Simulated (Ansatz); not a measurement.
**Ca (Calcium-beta): a run for elastic constants**

Aim: a sound run for elastic constants of Ca (Calcium-beta). The structure is shown as the input types it.

The COD cell was measured well above room temperature, so it is larger than a cold one.

Method: DFT, PBEsol, PAW with Ansatz's default frozen-core files, scalar-relativistic; elastic constants from stresses of strained cells, in Ansatz 0.2.0.

2 further runs of the same task are left out: 2 set aside as unsound or not needed.

### Step 1. The system as given

It takes space group P6_3/mmc (No. 194, hexagonal). Conventional cell: a = 3.434 Å, b = 3.434 Å, c = 5.698 Å, α = 90.00°, β = 90.00°, γ = 120.00°. Ca (site symmetry -6m2) has 12 Ca at 3.43 to 3.47 Å as nearest neighbours.

As a file:

```cif
data_structure
_symmetry_space_group_name_H-M 'P6_3/mmc'
_symmetry_Int_Tables_number 194
_cell_length_a 3.4336
_cell_length_b 3.4336
_cell_length_c 5.6984
_cell_angle_alpha 90.000
_cell_angle_beta 90.000
_cell_angle_gamma 120.000
_cell_volume 58.18
loop_
_atom_site_label
_atom_site_type_symbol
_atom_site_symmetry_multiplicity
_atom_site_Wyckoff_symbol
_atom_site_fract_x
_atom_site_fract_y
_atom_site_fract_z
_atom_site_occupancy
Ca1 Ca 2 c 0.33333 0.66667 0.25000 1
```

### Step 2. Input and run

input.yaml reads:

```yaml
crystal:
  lattice:
    - [3.43360063651, 0.0, 0.0]
    - [-1.71680031825, 2.97358537767, 0.0]
    - [0.0, 0.0, 5.69844143027]
  atoms:
    - { symbol: Ca, position: [0.333333333333, 0.666666666667, 0.25] }
    - { symbol: Ca, position: [0.666666666667, 0.333333333333, 0.75] }
kpoints:
  mp_grid: { grid: [1, 1, 1] }
scf:
  occupations: { method: fermi_dirac, width: 0.1 }
  max_iter: 60
hamiltonian:
  xc: pbesol
  pseudopotentials: { kind: paw }
elastic:
  mode: relaxed_ion
  stencil: two_point
  amplitude: 0.005
```

On the command line:

```console
$ ansatz run input.yaml --threads 1 --pin off --max-ram 2048MiB --backend cpu --events-out ev --progress --plain --runs-dir out
```

**Question.** How will this run end, and is anything wrong with its input?

The program finished normally. Convergence says nothing about whether the input makes sense.

The suspect setting: kpoints.mp_grid.grid is [1, 1, 1]. Band dispersion is ignored when only one k-point is used.

The test: set kpoints.mp_grid.grid to [14, 14, 8].
